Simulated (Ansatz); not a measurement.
What does this script print? It uses Ansatz 0.2.0 through its Python package.

The script, `spin.py`:
```python
# -*- coding: utf-8 -*-
"""Gap between spin states of C2H2Se at one geometry."""

import ansatz as az

GEOMETRY = """
C    -0.51010   -0.43300   -0.29310
C     0.44850    0.52180    0.21230
Se    0.69140   -1.20230    0.66510
H    -1.39220   -0.49900   -0.88920
H     0.81230    1.53880    0.26360
"""


def main():
    system = az.Crystal.molecule()
    for line in GEOMETRY.strip().splitlines():
        symbol, *xyz = line.split()
        system = system.atom(symbol, [float(v) for v in xyz])

    model = (
        system.calculation()
        .basis(gaussian="def2-SVP")
        .functional("b3lyp")
    )
    found = {}
    for unpaired in [0, 2]:
        summary = model.spin("collinear", total=unpaired).run().report
        s = unpaired / 2
        found[unpaired] = summary["free_energy_ev"]
        print(f"2S+1 = {unpaired + 1}: E = {found[unpaired]:.5f} eV, <S^2> = {abs(summary['mean_field']['state']['spin_squared']):.3f} (pure state {s * (s + 1):.2f})")
    lowest = min(found, key=found.get)
    for unpaired, e in found.items():
        print(f"multiplicity {unpaired + 1}: {(e - found[lowest]):.3f} eV above the lowest")


if __name__ == "__main__":
    main()
```

Running `python spin.py` prints:
```text
2S+1 = 1: E = -67442.92414 eV, <S^2> = 0.290 (pure state 0.00)
2S+1 = 3: E = -67442.14884 eV, <S^2> = 2.007 (pure state 2.00)
multiplicity 1: 0.000 eV above the lowest
multiplicity 3: 0.775 eV above the lowest
```

In order: multiplicity 1 (+0.00 eV) and multiplicity 3 (+0.78 eV), all at the one geometry.

Caveats:
- Total energies depend on the basis set; only differences at equal settings carry meaning.
- The geometry is a force-field or estimated start, not a minimum of this method, and the basis set is short of its limit. All parts are taken at fixed geometry, without zero-point energy.
- The expectation value of S² is noticeably off S(S+1) in at least one run, so that state is spin-contaminated.
- b3lyp holds the VWN-RPA fit, as in Gaussian; the form of ORCA and Turbomole is b3lyp5.
- Timing: 9.9 s on 1 thread of Arm Neoverse V1, on a shared host, peak memory 0.23 GiB.
